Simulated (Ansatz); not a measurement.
**TiTe2: the band gap up the ladder of functionals**

The gap of TiTe2 (CdI2 type) is computed at one geometry with PBE, r2SCAN, HSE06.

Program: Ansatz 0.2.0. PAW datasets, plane waves. Spin-unpolarised throughout; all numbers are computed.

## 1. The system as given

The cell was relaxed beforehand with r2SCAN+rVV10.

Space group P-3m1 (No. 164), trigonal; a = 3.791 Å, c = 6.554 Å in the conventional setting, 27.19 Å³ an atom. Near Ti stand 6 Te at 2.77 Å; near Te stand 3 Ti at 2.77 Å.

The structure in full:

```cif
data_structure
_symmetry_space_group_name_H-M 'P 1'
_symmetry_Int_Tables_number 1
_cell_length_a 3.7908
_cell_length_b 3.7908
_cell_length_c 6.5542
_cell_angle_alpha 90.000
_cell_angle_beta 90.000
_cell_angle_gamma 120.000
_cell_volume 81.57
loop_
_atom_site_label
_atom_site_type_symbol
_atom_site_fract_x
_atom_site_fract_y
_atom_site_fract_z
_atom_site_occupancy
Ti1 Ti 0.00000 0.00000 0.00000 1
Te1 Te 0.33333 0.66667 0.25782 1
Te2 Te 0.66667 0.33333 0.74218 1
```

## 2. Band structure with PBE

Input file input.yaml:

```yaml
crystal:
  lattice:
    - [3.7908320648, 0.0, 0.0]
    - [-1.8954160324, 3.2829568696, 0.0]
    - [0.0, 0.0, 6.5541625334]
  atoms:
    - { symbol: Ti, position: [0.0, 0.0, 0.0] }
    - { symbol: Te, position: [0.3333333333, 0.6666666667, 0.2578174245] }
    - { symbol: Te, position: [0.6666666667, 0.3333333333, 0.7421825755] }
kpoints:
  mp_grid: { grid: [12, 12, 4] }
  band_path:
    path:
      - [[0.0, 0.0, 0.0], [0.5, -3.156820575945e-17, 1.206865695558e-17], [0.3333333333333, 0.3333333333333, 8.045771303723e-18], [0.0, 0.0, 0.0], [6.67642211662e-35, -2.831294830465e-35, 0.5], [0.5, -3.258577351929e-17, 0.5], [0.3333333333333, 0.3333333333333, 0.5], [6.67642211662e-35, -2.831294830465e-35, 0.5]]
      - [[0.5, -3.258577351929e-17, 0.5], [0.5, -3.156820575945e-17, 1.206865695558e-17]]
      - [[0.3333333333333, 0.3333333333333, 0.5], [0.3333333333333, 0.3333333333333, 8.045771303723e-18]]
    npoints: 10
hamiltonian:
  xc: pbe
scf:
  occupations: { method: fermi_dirac, width: 0.02 }
  n_extra_bands: 4
output:
  forces: true
  stress: true
  eigenvalues: true
```

Started as:

```bash
$ ansatz run input.yaml --threads 2 --pin off --max-ram 2211MiB --backend cpu --events-out ev --progress --plain --runs-dir out
```

Further steps of the session: r2SCAN; HSE06.

Q: Predict the outcome of this session. Wanted: for each run, gap; kind; from PBE.

The runs gave:

| level | gap (eV) | kind | from PBE (eV) |
| --- | --- | --- | --- |
| PBE | -0.62 | overlap | 0 |
| r2SCAN | -0.57 | overlap | +0.05 |
| HSE06 | -0.67 | overlap, mesh only | -0.05 |

Meshes: PBE 12×12×4, r2SCAN 12×12×4, HSE06 6×6×4. Gaps marked «mesh only» don't see the path that PBE's does.

What this shows: No level opens a gap. Spin-orbit coupling is left out, though the cell holds Te (Z = 52); in an element this heavy it can shift bands and gaps by tenths of an eV.
